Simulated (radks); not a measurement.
**Ga²³⁺ in [He] 2s2 2p3.5 3s0.5: an all-electron calculation**

An exercise on one series of results from a longer session: the logs are not shown, and one member is left open.

Program: radks (a radial shooting solver on a logarithmic mesh, Libxc functionals) version 1. Level of theory: scalar-relativistic Kohn-Sham, LDA (Slater exchange, VWN5 correlation), spin-polarised, spherical densities, point nucleus; open shells are filled with parallel spins first. These are calculated values, not measurements, unless marked.

**Starting point**

```
element       : gallium (Z = 31)
charge        : +23
electrons     : 8
configuration : [He] 2s2 2p3.5 3s0.5
```

The first run:

The run's settings:

```text
Z 31
configuration [He] 2s2 2p3.5 3s0.5
relativity scalar-relativistic
functional lda,vwn5
spin polarised
nucleus point
c 137.035999084
```

One of the session's tables, all rows but one given; the rest of the session is left out.

It belongs to the step «Shells». From the orbitals of this run (lengths in bohr):

```
  level      <r>  outermost maximum (interpolated)  90 % within  nodes
  1s up  0.04858                            0.0318       0.0868      0
1s down  0.04852                            0.0318       0.0866      0
  2s up   0.2079                             0.178        0.319      1
2s down   0.2087                             0.178        0.320      1
  2p up   0.1794                             0.141        0.290      0
2p down   0.1804                             0.141        0.292      0
  3s up   0.4994                             0.475        0.722      2
3s down        ?                                 ?            ?      ?
```

**Question.** Estimate the row for 3s down.

**Answer.** <r>: 0.5018; outermost maximum (interpolated): 0.477; 90 % within: 0.726; nodes: 2. In the column «<r>» it is the highest.
